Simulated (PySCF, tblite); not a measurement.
# C8H7O radical: geometry, infrared bands and EPR parameters

What infrared bands and EPR parameters should C8H7O radical (`C=C1C=C[C]=C1C(C)=O`) show?

Programs: tblite 0.8.0 and PySCF 2.14.0, with density-fitted response routines of our own. Each step states its level of theory. These are calculated values for one molecule in the gas phase, unless marked as measured. Atoms count from 0, in the outputs and in this text.

**1. The starting structure**

16 atoms, charge 0, multiplicity 2; geometry from: force field or distance geometry start.

Bonds of the start (Å): C0–C1 1.33, C1–C2 1.48, C2–C3 1.34, C3–C4 1.42, C4–C5 1.30, C5–C6 1.47, C6–C7 1.50, C6–O8 1.22, C5–C1 1.47, C0–H9 1.08, C0–H10 1.10, C2–H11 1.07, C3–H12 1.08, C7–H13 1.10, C7–H14 1.10, C7–H15 1.10.

**2. Optimising the geometry with GFN2-xTB**

Job settings and geometry (Å):

```
{"job": {"kind": "relax", "xc": "GFN2-xTB", "basis": "xTB"}, "charge": 0, "multiplicity": 2}
C      0.992100     2.090400     0.378200
C      1.010400     0.784500     0.122800
C      2.262100    -0.000600    -0.024400
C      1.886200    -1.265400    -0.271200
C      0.466200    -1.297000    -0.242600
C     -0.112000    -0.149200    -0.030900
C     -1.558400     0.111900     0.033300
C     -2.481600    -1.056600    -0.167100
O     -2.001000     1.231500     0.254500
H      1.889300     2.674300     0.481900
H      0.042600     2.627700     0.489100
H      3.251700     0.391200     0.035400
H      2.529600    -2.118800    -0.419000
H     -2.335500    -1.487500    -1.170200
H     -3.527800    -0.710600    -0.093000
H     -2.321600    -1.816800     0.611700
```

Launch:

```
$ OMP_NUM_THREADS=1 python probes_run.py task.json out
```

One launch serves the whole session: the jobs run in the order shown.

**Question.** This job is followed by: GFN2-xTB harmonic vibrations, gas phase; UKS B3LYP, pcH-1 on C H O, non-relativistic, mean-field spin-orbit, GIAO. What will the session give for the following? strongest single infrared mode (GFN2-xTB); zero-point energy (GFN2-xTB); g(iso) (B3LYP); ⟨S²⟩; largest a(iso) (averaged by class); surface potential, 1st and 99th percentile.

The runs gave:

| quantity | value |
| --- | --- |
| strongest single infrared mode (GFN2-xTB) | 1712 cm⁻¹, 326 km/mol |
| zero-point energy (GFN2-xTB) | 74.6 kcal/mol |
| g(iso) (B3LYP) | 2.00213 |
| ⟨S²⟩ | 0.766 (exact 0.75) |
| largest a(iso) (averaged by class) | 13C on C4, 438.2 MHz |
| surface potential, 1st and 99th percentile | -1.68 V and 1.21 V |

What this shows: Over 29 steps the energy fell by 0.170 eV; of the close pairs, C4–C5 changed most, 1.303 to 1.345 Å. No mode is imaginary among the 42: a minimum at this level. The strongest single mode, at 1712 cm⁻¹, moves mainly C6 and O8. GFN2-xTB is a fitted tight-binding method: band positions and strengths are rough. Its intensities can rank the bands wrongly. C4 carries the largest spin population, 1.04 e. The isotropic g lies 0.2 ppt below the free-electron value.
